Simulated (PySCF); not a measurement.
# H8NPSSi2: the cost of one run

Computed with PySCF 2.14.0, with density-fitted response routines of our own, on a single molecule in the gas phase. Atoms count from 0, in the outputs and in this text.

## 1. Starting geometry

13 atoms, charge 0, multiplicity 1; geometry from: GFN2-xTB. The atoms were then displaced at random by about 0.01 Å, so the start is not that level's minimum.

Bonds of the start (Å): N0–Si1 1.70, Si1–S2 2.17, S2–Si3 2.10, Si3–P4 2.25, N0–H5 1.00, N0–H6 1.03, Si1–H7 1.47, Si1–H8 1.44, Si3–H9 1.49, Si3–H10 1.46, P4–H11 1.38, P4–H12 1.39.

## 2. Optimising the geometry at PBE0-D3(BJ)/def2-SVP

What the job is given:

```
{"job": {"xc": "PBE0", "basis": "def2-SVP", "d3": "d3bj", "grid": 1, "shake": 0.01, "kind": "geom"}, "charge": 0, "multiplicity": 1}
N      1.592820     0.792580    -0.561940
Si     1.610110    -0.572880     0.448600
S     -0.073790    -0.348920     1.791900
Si    -1.754100    -0.664180     0.572050
P     -2.061760     0.695830    -1.190250
H      2.270430     0.932060    -1.282760
H      1.371730     1.710650    -0.149030
H      2.753830    -0.718720     1.361360
H      1.407580    -1.712720    -0.400250
H     -2.878130    -0.463160     1.530820
H     -1.746500    -2.039830     0.078670
H     -0.786040     0.511540    -1.690280
H     -1.700360     1.860870    -0.519220
```

Command:

```bash
$ OMP_NUM_THREADS=1 python probes_run.py task.json out
```

The driver reads the jobs from task.json and runs them one after another.

Q: Estimate the wall time and peak memory of this first job on 1 thread of Arm Neoverse V2, shared host.

About 2 min, with a peak of 0.55 GiB.
